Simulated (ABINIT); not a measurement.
A run of ABINIT 10.8.3 (patched build) is set up as follows.

File run.abi:

```
pp_dirpath "./"
pseudos "Se.GGA_PBE-JTH.xml, Ti.GGA_PBE-JTH.xml"

structure "poscar:POSCAR"
natom 4

ecut 15.0
pawecutdg 30.0
pawxcdev 0

kptopt 1
ngkpt 10 10 4
nshiftk 1
shiftk 0.0 0.0 0.0

ixc 11

nband 26
occopt 3
tsmear 0.05 eV

nstep 100
tolvrs 1.0e-9

iomode 3
prtwf 0
prteig 0
prtebands 0
enunit 2
prtden 1
prtvha 1
prtvclmb 1
prtpot 1
```

Contents of POSCAR:

```
Ti3Se
1.0
    3.1974455988      0.0000000000      0.0000000000
   -1.5987227994      2.7690691158      0.0000000000
    0.0000000000      0.0000000000      7.9427450000
Se Ti
1 3
Direct
    0.0000000000      0.0000000000      0.0000000000  Se
    0.6666666667      0.3333333333      0.5000000000  Ti
    0.3333333333      0.6666666667      0.7729020000  Ti
    0.3333333333      0.6666666667      0.2270980000  Ti
```

Potentials or basis: JTH PAW PBE v2.0.

The run is started by

```console
$ abinit run.abi > log 2>&1
```

Question: Estimate the largest force.

Answer: 0.040 eV/Å.

Question: Predict the band gap on the k mesh.

Answer: None (metal or under the smearing width).

Question: What does it give for the pressure?

Answer: 0.4 GPa.

Stress tensor (GPa, compression positive):
```
0.31 0.00 0.00
0.00 0.31 0.00
0.00 0.00 0.54
```
